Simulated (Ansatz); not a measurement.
Molecular dynamics of Li

The input (input.yaml):

```yaml
accuracy: low
crystal:
  lattice:
    - [7.094447, 0.0, 0.0]
    - [0.0, 7.094447, 0.0]
    - [0.0, 0.0, 7.094447]
  atoms:
    - { symbol: Li, position: [0.0, 0.0, 0.0] }
    - { symbol: Li, position: [0.5, 0.0, 0.0] }
    - { symbol: Li, position: [0.0, 0.5, 0.0] }
    - { symbol: Li, position: [0.0, 0.0, 0.5] }
    - { symbol: Li, position: [0.25, 0.25, 0.25] }
    - { symbol: Li, position: [0.5, 0.5, 0.0] }
    - { symbol: Li, position: [0.5, 0.0, 0.5] }
    - { symbol: Li, position: [0.75, 0.25, 0.25] }
    - { symbol: Li, position: [0.0, 0.5, 0.5] }
    - { symbol: Li, position: [0.25, 0.75, 0.25] }
    - { symbol: Li, position: [0.25, 0.25, 0.75] }
    - { symbol: Li, position: [0.5, 0.5, 0.5] }
    - { symbol: Li, position: [0.75, 0.75, 0.25] }
    - { symbol: Li, position: [0.75, 0.25, 0.75] }
    - { symbol: Li, position: [0.25, 0.75, 0.75] }
    - { symbol: Li, position: [0.75, 0.75, 0.75] }
basis:
  ecutwfc: 420.0
kpoints:
  mp_grid: { grid: [3, 3, 3] }
hamiltonian:
  xc: pbesol
scf:
  occupations: { method: fermi_dirac, width: 0.16 }
  lower_state_search: "off"
md:
  timestep: 1.5
  n_steps: 90
  ensemble: nvt_langevin
  temperature: 1800.0
  initial_velocities: maxwell_boltzmann
  seed: 757658
  friction: 0.005
```

Run as:

```bash
$ ansatz run input.yaml --threads 1 --pin off --max-ram 3072MiB --backend cpu --events-out ev --progress --plain --runs-dir out
```

It starts from a structure without forces on its atoms.

Output, in part (one step line in 4):

```
md step     0: t =     0.00 fs  T =  1687.5 K  F+E_penalty+E_count = -3248.24764539 eV  E_kin = 3.490020 eV  (6 SCF iters)
md step     4: t =     6.00 fs  T =  1487.3 K  F+E_penalty+E_count = -3248.04160507 eV  E_kin = 3.075928 eV  (6 SCF iters)
md step     8: t =    12.00 fs  T =  1365.6 K  F+E_penalty+E_count = -3247.51125030 eV  E_kin = 2.824298 eV  (5 SCF iters)
md step    12: t =    18.00 fs  T =  1171.8 K  F+E_penalty+E_count = -3246.78056748 eV  E_kin = 2.423382 eV  (5 SCF iters)
md step    16: t =    24.00 fs  T =   855.2 K  F+E_penalty+E_count = -3246.07569020 eV  E_kin = 1.768657 eV  (5 SCF iters)
md step    20: t =    30.00 fs  T =   683.8 K  F+E_penalty+E_count = -3245.67726639 eV  E_kin = 1.414309 eV  (6 SCF iters)
md step    24: t =    36.00 fs  T =   639.5 K  F+E_penalty+E_count = -3245.53171041 eV  E_kin = 1.322658 eV  (5 SCF iters)
md step    28: t =    42.00 fs  T =   659.3 K  F+E_penalty+E_count = -3245.58345479 eV  E_kin = 1.363476 eV  (5 SCF iters)
md step    32: t =    48.00 fs  T =   692.9 K  F+E_penalty+E_count = -3245.59150641 eV  E_kin = 1.432946 eV  (5 SCF iters)
md step    36: t =    54.00 fs  T =   771.7 K  F+E_penalty+E_count = -3245.52286880 eV  E_kin = 1.596015 eV  (5 SCF iters)
md step    40: t =    60.00 fs  T =   680.2 K  F+E_penalty+E_count = -3245.40995535 eV  E_kin = 1.406859 eV  (6 SCF iters)
md step    44: t =    66.00 fs  T =   709.3 K  F+E_penalty+E_count = -3245.40223518 eV  E_kin = 1.466973 eV  (5 SCF iters)
md step    48: t =    72.00 fs  T =   812.9 K  F+E_penalty+E_count = -3245.51687187 eV  E_kin = 1.681217 eV  (5 SCF iters)
md step    52: t =    78.00 fs  T =   760.3 K  F+E_penalty+E_count = -3245.64337905 eV  E_kin = 1.572474 eV  (5 SCF iters)
md step    56: t =    84.00 fs  T =   911.3 K  F+E_penalty+E_count = -3245.85817310 eV  E_kin = 1.884728 eV  (5 SCF iters)
md step    60: t =    90.00 fs  T =   996.6 K  F+E_penalty+E_count = -3245.98932193 eV  E_kin = 2.061084 eV  (6 SCF iters)
md step    64: t =    96.00 fs  T =   949.6 K  F+E_penalty+E_count = -3246.07685630 eV  E_kin = 1.963943 eV  (5 SCF iters)
md step    68: t =   102.00 fs  T =   948.9 K  F+E_penalty+E_count = -3245.95199214 eV  E_kin = 1.962410 eV  (5 SCF iters)
md step    72: t =   108.00 fs  T =   917.6 K  F+E_penalty+E_count = -3245.56254320 eV  E_kin = 1.897712 eV  (5 SCF iters)
md step    76: t =   114.00 fs  T =   794.7 K  F+E_penalty+E_count = -3245.17979674 eV  E_kin = 1.643587 eV  (5 SCF iters)
md step    80: t =   120.00 fs  T =   892.9 K  F+E_penalty+E_count = -3245.20055529 eV  E_kin = 1.846609 eV  (6 SCF iters)
md step    84: t =   126.00 fs  T =  1132.5 K  F+E_penalty+E_count = -3245.40705355 eV  E_kin = 2.342190 eV  (5 SCF iters)
md step    88: t =   132.00 fs  T =  1153.4 K  F+E_penalty+E_count = -3245.50790930 eV  E_kin = 2.385488 eV  (5 SCF iters)
md step    90: t =   135.00 fs  T =  1171.5 K  F+E_penalty+E_count = -3245.50531198 eV  E_kin = 2.422839 eV  (6 SCF iters)
```

The run went to its last step. The mean temperature of the second half is 47 % below the set value. A run of 0.14 ps of so small a system gives no equilibrium averages. Limits of this set-up: coarse k mesh, low accuracy level.

Mean squared displacements from the first frame to the last, about the centre of mass: Li 0.79 Å².

Last frame:

```xyz
16
Lattice="7.0944 0.0000 0.0000 0.0000 7.0944 0.0000 0.0000 0.0000 7.0944" Properties=species:S:1:pos:R:3
Li 0.591 -0.835 -0.114
Li 3.267 -0.795 -0.352
Li -0.443 3.632 -0.280
Li 0.293 -0.138 3.438
Li 2.050 1.492 1.431
Li 3.848 3.425 -0.512
Li 2.974 0.639 4.307
Li 5.120 0.013 1.854
Li 0.195 3.707 2.341
Li 2.647 5.630 2.533
Li 0.858 2.267 4.960
Li 3.767 3.250 3.746
Li 5.323 4.829 2.012
Li 5.598 1.001 5.646
Li 1.337 4.351 4.972
Li 5.358 5.365 4.968
```

Time of the run: 12 min on 1 thread of Intel(R) Xeon(R) Platinum 8488C (Sapphire Rapids), on a shared host, peak memory 0.66 GiB.
